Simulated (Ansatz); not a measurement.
# C6H12S: how energies converge with the basis set

Aim: see how fast density functionals converge with the basis set for C6H12S.

Method: one geometry, several basis sets; program: Ansatz 0.2.0, Gaussian basis.

Levels to be run: PBE0-D4/def2-SVP; ωB97M-V/def2-SVP; PBE0-D4/def2-QZVPP; ωB97M-V/def2-QZVPP; the functionals' def2-TZVPP values are taken from earlier runs.

**1. The geometry**

All runs share one geometry, relaxed beforehand with PBE0-D4 in a triple-zeta def2 set.

SMILES `C1CCCSCC1`, 19 atoms, charge 0, spin multiplicity 1.

Atoms are counted from 1 here; the program's logs count them from 0.

Bond lengths: C1–C2 1.530 Å, C1–C7 1.526 Å, C1–H8 1.097 Å, C1–H9 1.094 Å, C2–C3 1.525 Å, C2–H10 1.094 Å, C2–H11 1.094 Å, C3–C4 1.524 Å, C3–H12 1.097 Å, C3–H13 1.094 Å, C4–S5 1.805 Å, C4–H14 1.094 Å, C4–H15 1.092 Å, S5–C6 1.807 Å, C6–C7 1.518 Å, C6–H16 1.093 Å, C6–H17 1.095 Å, C7–H18 1.095 Å and more. Angles: C2–C1–C7 114.4°, C2–C1–H8 110.5°, C2–C1–H9 108.6°, C7–C1–H8 110.1°, C7–C1–H9 107.2°, H8–C1–H9 105.6°, C1–C2–C3 116.2°, C1–C2–H10 109.4°, C1–C2–H11 108.3°, C3–C2–H10 107.5°, C3–C2–H11 108.9°, H10–C2–H11 106.0°, C2–C3–C4 115.9°, C2–C3–H12 109.6°, C2–C3–H13 108.3°, C4–C3–H12 107.3°, C4–C3–H13 109.2°, H12–C3–H13 106.1° and more.

**2. PBE0-D4 in def2-SVP**

in.yaml reads:

```yaml
crystal:
  periodic: [false, false, false]
  atoms:
    - {symbol: C, position_ang: [0.052790, -0.119287, -1.358718]}
    - {symbol: C, position_ang: [-0.715508, -1.150597, -0.529506]}
    - {symbol: C, position_ang: [-0.042655, -1.618360, 0.756532]}
    - {symbol: C, position_ang: [0.585649, -0.526273, 1.613173]}
    - {symbol: S, position_ang: [-0.368423, 0.997532, 1.776691]}
    - {symbol: C, position_ang: [0.209111, 1.860594, 0.298437]}
    - {symbol: C, position_ang: [-0.289602, 1.332142, -1.034470]}
    - {symbol: H, position_ang: [1.134118, -0.281384, -1.267512]}
    - {symbol: H, position_ang: [-0.180422, -0.278913, -2.415590]}
    - {symbol: H, position_ang: [-0.908897, -2.037201, -1.141024]}
    - {symbol: H, position_ang: [-1.696797, -0.733249, -0.284291]}
    - {symbol: H, position_ang: [0.747303, -2.340793, 0.516593]}
    - {symbol: H, position_ang: [-0.782042, -2.162627, 1.351934]}
    - {symbol: H, position_ang: [1.567193, -0.238780, 1.225656]}
    - {symbol: H, position_ang: [0.750096, -0.893858, 2.628591]}
    - {symbol: H, position_ang: [-0.115299, 2.895840, 0.432248]}
    - {symbol: H, position_ang: [1.303979, 1.864253, 0.328343]}
    - {symbol: H, position_ang: [-1.377316, 1.452379, -1.079996]}
    - {symbol: H, position_ang: [0.126732, 1.978554, -1.817089]}
basis:
  gaussian: {orbitals: def2-SVP}
hamiltonian: {xc: pbe0, dispersion: d4}
output: {orbitals: {seedname: orbitals}}
```

Launch:

```console
> ansatz run in.yaml --threads 2 --pin off --events-out ev --progress --plain --max-ram 32768MiB --backend cpu
```

The runs that follow: ωB97M-V in def2-SVP; PBE0-D4 in def2-QZVPP; ωB97M-V in def2-QZVPP.

Before running them: what should the planned runs give, taken together? Wanted: PBE0-D4: double and triple zeta above quadruple; ωB97M-V: double and triple zeta above quadruple.

**Answer**, as computed:

```
                                       quantity           value
PBE0-D4: double and triple zeta above quadruple  11.27, 0.69 eV
ωB97M-V: double and triple zeta above quadruple  11.65, 0.66 eV
```

In words: For PBE0-D4 the step from double to triple zeta gains 10.59 eV and the next only 0.69 eV. These are total energies; as a rule much of such shifts cancels in differences, which this series doesn't test. The LUMO of ωB97M-V is positive and keeps falling with the basis (3.31 to 1.91 eV): an unbound level that the basis holds in place.
